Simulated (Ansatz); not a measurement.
# TiAl2: the cost of one run

Method: DFT r2SCAN, scalar-relativistic, plane waves, PAW, in Ansatz 0.2.0.

### Step 1. Starting point

Symmetry: I4_1/amd, No. 141, tetragonal system. The conventional cell has a = 3.949 Å, b = 3.949 Å, c = 24.153 Å, α = 90.00°, β = 90.00°, γ = 90.00°. Ti (site symmetry 2mm) has 10 Al at 2.73 to 2.86 Å and 2 Ti at 3.01 Å as nearest neighbours. Al (site symmetry 2mm) has 6 Al at 2.72 to 2.87 Å and 6 Ti at 2.80 to 2.86 Å as nearest neighbours. Al (site symmetry 2mm) has 4 Ti at 2.73 Å and 8 Al at 2.79 to 2.87 Å as nearest neighbours.

Structure file:

```cif
data_structure
_symmetry_space_group_name_H-M 'I4_1/amd:1'
_symmetry_Int_Tables_number 141
_cell_length_a 3.9487
_cell_length_b 3.9487
_cell_length_c 24.1530
_cell_angle_alpha 90.000
_cell_angle_beta 90.000
_cell_angle_gamma 90.000
_cell_volume 376.60
loop_
_atom_site_label
_atom_site_type_symbol
_atom_site_symmetry_multiplicity
_atom_site_Wyckoff_symbol
_atom_site_fract_x
_atom_site_fract_y
_atom_site_fract_z
_atom_site_occupancy
Ti1 Ti 8 e 0.00000 0.50000 0.17200 1
Al1 Al 8 e 0.00000 0.00000 0.41362 1
Al2 Al 8 e 0.00000 0.00000 0.25003 1
```

(A quick probe on a coarse mesh, which set the mesh and smearing, is not shown.)

### Step 3. Relaxing cell and atoms

File input.yaml:

```yaml
crystal:
  lattice:
    - [-1.9743548365, 1.9743548365, 12.0765160558]
    - [1.9743548365, -1.9743548365, 12.0765160558]
    - [1.9743548365, 1.9743548365, -12.0765160558]
  atoms:
    - { symbol: Ti, position: [0.67200248, 0.17200248, 0.5] }
    - { symbol: Ti, position: [0.92200248, 0.92200248, 0.0] }
    - { symbol: Ti, position: [0.82799752, 0.32799752, 0.5] }
    - { symbol: Ti, position: [0.07799752, 0.07799752, 0.0] }
    - { symbol: Al, position: [0.41361949, 0.41361949, 0.0] }
    - { symbol: Al, position: [0.25003366, 0.25003366, 0.0] }
    - { symbol: Al, position: [0.74996634, 0.74996634, 0.0] }
    - { symbol: Al, position: [0.33638051, 0.83638051, 0.5] }
    - { symbol: Al, position: [0.16361949, 0.66361949, 0.5] }
    - { symbol: Al, position: [0.49996634, 0.99996634, 0.5] }
    - { symbol: Al, position: [3.366e-05, 0.50003366, 0.5] }
    - { symbol: Al, position: [0.58638051, 0.58638051, 0.0] }
basis:
  ecutwfc: 500
kpoints:
  mp_grid: { grid: [14, 14, 14] }
hamiltonian:
  xc: r2scan
scf:
  occupations: { method: gaussian, width: 0.1 }
output:
  forces: true
  stress: true
  eigenvalues: true
relax:
  adjacent_minimum: "off"
  f_tol: 0.01
  max_steps: 80
  cell: { stress_tol: 0.05 }
```

Command:

```console
ansatz run input.yaml --threads 4 --pin off --max-ram 8192MiB --backend cpu --events-out ev --progress --plain --runs-dir out
```

**Question.** How long does this run take on 4 threads of Arm Neoverse V1, shared host, and how much memory does it need?

About 4.5 min, with a peak of 2.3 GiB.
